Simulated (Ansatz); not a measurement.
# ZnInP: what a guessed cell relaxes into, part 2 of 2

The task: take a trial cell of ZnInP to zero force and stress.

Ansatz 0.2.0; DFT PBE, scalar-relativistic, plane waves, PAW.

### Step 4. Full relaxation

The end of the coarse run is made exact in the group found at a tolerance of 0.06 Å and reduced to its primitive cell.

Input file input.yaml:

```yaml
crystal:
  lattice:
    - [4.7545845168, 0.0, 0.0]
    - [-2.3772922584, 4.117590976, 0.0]
    - [0.0, 0.0, 4.8746306801]
  atoms:
    - { symbol: Zn, position: [0.0, 0.0, 0.5] }
    - { symbol: In, position: [0.3333333333, 0.6666666667, 0.5] }
    - { symbol: P, position: [0.3333333333, 0.6666666667, 0.0] }
basis:
  ecutwfc: 420
kpoints:
  mp_grid: { grid: [12, 12, 10] }
hamiltonian:
  xc: pbe
scf:
  occupations: { method: gaussian, width: 0.1 }
output:
  forces: true
  stress: true
  eigenvalues: true
  write_density: true
  write_potential: true
  elf: true
  volumetric_format: npy
relax:
  adjacent_minimum: "off"
  f_tol: 0.01
  max_steps: 80
  cell: { stress_tol: 0.05 }
```

Run with:

```
$ ansatz run input.yaml --threads 1 --pin off --max-ram 2560MiB --backend cpu --events-out ev --progress --plain --runs-dir out
```

Output, cut to the lines that bear on the results:

```text
Warning: RAYON_NUM_THREADS=1 ignored (pool sized by the plan → 1); use --threads N
[...]
Pseudopotentials: kind: paw
Pseudopotential: Zn, paw, valence charge 12, recommended cutoff 420 eV (normal), Zn.paw.azcp
Pseudopotential: In, paw, valence charge 13, recommended cutoff 420 eV (normal), In.paw.azcp
Pseudopotential: P, paw, valence charge 5, recommended cutoff 420 eV (normal), P.paw.azcp
Functional definition: PBE
[...]
Crystal: 3 atoms, lattice volume = 95.433 Å³
Basis set: ecut = 420 eV, 1847 PW (Γ), exchange–correlation on 64×64×72 points (8 copies of the dense FFT grid, shifted against one another)
Bands: 19, of which v1, the nominal top of the filled ones, is band 15 counted from 1 (14 counted from 0)
Symmetry: 12 space group operations
Space group: P-6m2 (ITA 187), of the structure as read, at distance tolerance 4.6e-5 Å
k-points: 114 of 1440 (time reversal used)
[...]
        0.009625       0.000000       0.000000
        0.000000       0.009625       0.000000
        0.000000       0.000000       0.010036
  P = ⅓ Tr σ = 0.0098 GPa (0.098 kbar)
--- Band table (eV; the first three rows and the last of 114) ---
  k-point 0: bands = ["-11.0351", "-10.6829", "-10.6829", "-10.6288", "-10.6288", "-6.1401", "-3.2220", "-3.2220", "-3.1448", "-3.0840", "-3.0840", "-0.3988", "0.4398", "2.9522", "2.9522", "5.4920", "7.0107", "7.0107", "8.6139"]
[...]
--- Relaxed structure (3 steps of the walk, 3 accepted, 1 SCFs on fresh bases) ---
  F+E_penalty+E_count = -9670.23809228 eV   max|allowed force component| = 1.234e-16 eV/Å   (the final SCF, on the basis selected at the relaxed cell)
  cell:  # Å, volume = 97.3219 Å³
    - [4.778540588011704, -4.675528175142355e-34, 0.0]
    - [-2.389270294005852, 4.138337542233164, 0.0]
    - [0.0, 0.0, 4.921407747702114]
  atoms:
    - { symbol: Zn, position: [-3.0814879110195774e-33, -3.700743415524895e-17, 0.5] }
    - { symbol: In, position: [0.3333333333333333, 0.6666666666666666, 0.5] }
    - { symbol: P, position: [0.3333333333333333, 0.6666666666666666, 0.0] }
```

Run time: 85 s. Hardware: 1 thread of Arm Neoverse V2, shared host; peak memory 0.49 GiB.

Relaxation path:

| step | energy from step 1 (eV/cell) | largest force component (eV/Å) | pressure (GPa) | volume (Å³) |
| --- | --- | --- | --- | --- |
| 1 | 0.0000 | 0.0000 | 0.68 | 95.43 |
| 2 | -0.0044 | 0.0000 | 0.15 | 96.86 |
| 3 | -0.0046 | 0.0000 | 0.01 | 97.32 |
| 4 | -0.0050 | 0.0000 | 0.01 | 97.32 |

Step 1 is the start. Step 4 repeats the geometry before it on a plane-wave basis chosen anew for that cell, so its energy need not be comparable with the rows above.

|  | before | after | change |
| --- | --- | --- | --- |
| a (Å) | 4.755 | 4.779 | +0.5 % |
| b (Å) | 4.755 | 4.779 | +0.5 % |
| c (Å) | 4.875 | 4.921 | +1.0 % |
| volume (Å³/atom) | 31.81 | 32.44 | +2.0 % |
| shortest distance (Å) | 2.437 | 2.461 | +1.0 % |
| space group (0.01 Å) | P-6m2 | P-6m2 | same |

The run keeps the 12 symmetry operations of the start, so it could not have lowered the symmetry.

Density in a lattice plane of the grid's cell (edges 4.78 and 4.92 Å, at 0.667 of the third edge), which holds In and P.

Values in e/Å³, 12 rows by 12 columns:
```
 0.06  0.19  0.52  0.64  0.41  0.64  0.52  0.19  0.06  0.02  0.02  0.02
 0.05  0.13  0.32  0.58  0.68  0.58  0.32  0.13  0.05  0.02  0.02  0.02
 0.05  0.11  0.22  0.39  0.48  0.39  0.22  0.11  0.05  0.03  0.03  0.03
 0.07  0.13  0.31  0.83  1.32  0.83  0.31  0.13  0.07  0.05  0.05  0.05
 0.10  0.20  0.78  3.73  6.77  3.75  0.78  0.20  0.10  0.08  0.08  0.08
 0.11  0.25  1.24  6.65 12.48  6.68  1.25  0.25  0.12  0.10  0.09  0.10
 0.10  0.20  0.78  3.73  6.77  3.75  0.78  0.20  0.10  0.08  0.08  0.08
 0.07  0.13  0.31  0.83  1.32  0.83  0.31  0.13  0.07  0.05  0.05  0.05
 0.05  0.11  0.22  0.39  0.48  0.39  0.22  0.11  0.05  0.03  0.03  0.03
 0.05  0.13  0.32  0.58  0.68  0.58  0.32  0.13  0.05  0.02  0.02  0.02
 0.06  0.19  0.52  0.64  0.41  0.64  0.52  0.19  0.06  0.02  0.02  0.02
 0.07  0.23  0.61  0.40  0.03  0.40  0.61  0.23  0.07  0.02  0.01  0.02
```
Columns run along the first of these edges and rows up along the second, over one cell in 12 and 12 even steps from the bottom left corner. Atoms in the plane (fractional): In at (0.33, 0.50), P at (0.33, 0.00).

ELF in the same plane.

Ten even steps from '0' (0.00) to '9' (0.86):
```
689998300038999863100013
478999754579998742000002
357889988899887531000001
235677888887765321000001
223445555555443221100011
223332233322333222111112
333222222222223332222222
333232100012323333333333
332232000002322333333333
432331000001332343333333
332232000002322333333333
333232100012323333333333
333222222222223332222222
223332233322333222111112
223445555555443221100011
235677888887765321000001
357889988899887531000001
478999754579998742000002
689998300038999863100013
689997100017999863100013
```
Columns run along the first of these edges and rows up along the second, over one cell in 24 and 20 even steps from the bottom left corner. Atoms in the plane (fractional): In at (0.33, 0.50), P at (0.33, 0.00).

Both are smooth fields of the valence electrons: close to the nuclei they are not physical.

Maxima of ELF outside the ion cores: 0.87 beside P, off the lines to its neighbours, 0.9 Å from P; 0.86 in the shell around P, 0.8 Å from P.

### Step 5. Changed: ecutrho_ratio 6, dr2_threshold 1.0e-11

Input file input.yaml:

```yaml
crystal:
  lattice:
    - [4.778540588, 0.0, 0.0]
    - [-2.389270294, 4.1383375422, 0.0]
    - [0.0, 0.0, 4.9214077477]
  atoms:
    - { symbol: Zn, position: [0.0, 0.0, 0.5] }
    - { symbol: In, position: [0.3333333333, 0.6666666667, 0.5] }
    - { symbol: P, position: [0.3333333333, 0.6666666667, 0.0] }
basis:
  ecutwfc: 420
  ecutrho_ratio: 6
kpoints:
  mp_grid: { grid: [12, 12, 10] }
hamiltonian:
  xc: pbe
scf:
  occupations: { method: gaussian, width: 0.1 }
  convergence: { dr2_threshold: 1.0e-11 }
output:
  forces: true
  eigenvalues: true
  stress: true
```

Run with:

```
$ ansatz run input.yaml --threads 1 --pin off --max-ram 2560MiB --backend cpu --events-out ev --progress --plain --runs-dir out
```

Output, cut to the lines that bear on the results:

```text
Warning: RAYON_NUM_THREADS=1 ignored (pool sized by the plan → 1); use --threads N
[...]
Pseudopotentials: kind: paw
Pseudopotential: Zn, paw, valence charge 12, recommended cutoff 420 eV (normal), Zn.paw.azcp
Pseudopotential: In, paw, valence charge 13, recommended cutoff 420 eV (normal), In.paw.azcp
Pseudopotential: P, paw, valence charge 5, recommended cutoff 420 eV (normal), P.paw.azcp
Functional definition: PBE
[...]
Crystal: 3 atoms, lattice volume = 97.322 Å³
Basis set: ecut = 420 eV, 1883 PW (Γ), exchange–correlation on 80×80×90 points (8 copies of the dense FFT grid, shifted against one another)
Bands: 19, of which v1, the nominal top of the filled ones, is band 15 counted from 1 (14 counted from 0)
Symmetry: 12 space group operations
Space group: P-6m2 (ITA 187), of the structure as read, at distance tolerance 4.6e-5 Å
k-points: 114 of 1440 (time reversal used)
[...]
SCF iter   9: F=-9670.238089 eV  HF=-9670.238089 eV  |F-HF|=2.55e-11  |Δ(HF+E_count)|=  1.64e-11  Δρ=1.06e-7  dr2=9.19e-12  ethr=1.00e-12  ⟨swp⟩=7.0  Hψ=13884  notcnv=0
[...]
SCF converged after 9 iterations
Free energy (F): -9670.238089 eV
[...]
E sigma→0 (E₀):  -9670.233934 eV
Entropy (-TS):   -0.008310 eV (-2.770 meV/atom)
Fermi energy:    3.713980 eV
[...]
--- Forces (eV/Å), atoms counted from 1 ---
  atom   1  Zn     0.00000000     0.00000000    -0.00000000
  atom   2  In     0.00000000    -0.00000000     0.00000000
  atom   3  P      0.00000000     0.00000000    -0.00000000
[...]
--- Stress (GPa, compression-positive) ---
        0.009623       0.000000       0.000000
        0.000000       0.009623      -0.000000
        0.000000      -0.000000       0.010030
  P = ⅓ Tr σ = 0.0098 GPa (0.098 kbar)
--- Band table (eV; the first three rows and the last of 114) ---
  k-point 0: bands = ["-11.0351", "-10.6829", "-10.6829", "-10.6288", "-10.6288", "-6.1401", "-3.2220", "-3.2220", "-3.1448", "-3.0840", "-3.0840", "-0.3988", "0.4398", "2.9522", "2.9522", "5.4920", "7.0107", "7.0107", "8.6139"]
[...]
```

Wall time 20 s (1 thread of Arm Neoverse V2, shared host); peak memory 0.48 GiB.

| run | ending | energy change | pressure (GPa) | gap (eV) | force (eV/Å) | cycles | time |
| --- | --- | --- | --- | --- | --- | --- | --- |
| step 4 | converged | 0 | 0.0 | 0.00 | 0.00 | - | 85 s |
| variant | converged | 0.0 meV/atom | 0.0 | 0.00 | 0.00 | 9 | 20 s |

Changing the numerical grids and convergence setting hardly moves the energy: 0.0 meV/atom.

### Step 6. What came out

The summary covers parts 1 to 2. Changes of volume or cell count from the first structure of part 1.

```
                              quantity                                                                       value
symmetry at the end (tolerance 0.05 Å)                                                 space group P-6m2 (No. 187)
                     conventional cell  a = 4.779 Å, b = 4.779 Å, c = 4.921 Å, α = 90.00°, β = 90.00°, γ = 120.00°
                                volume                                                               32.44 Å³/atom
     energy over the elements, black P                                                               +0.77 eV/atom
                       gap on the mesh                                                                none (metal)
```

The space group P-6m2 (No. 187) is kept, and the volume per atom grows by 53.2 % from the first guess. The formation energy is positive, so the separate elements lie lower. No finished test with a distortion of lower symmetry is shown, so the end may be a saddle point.
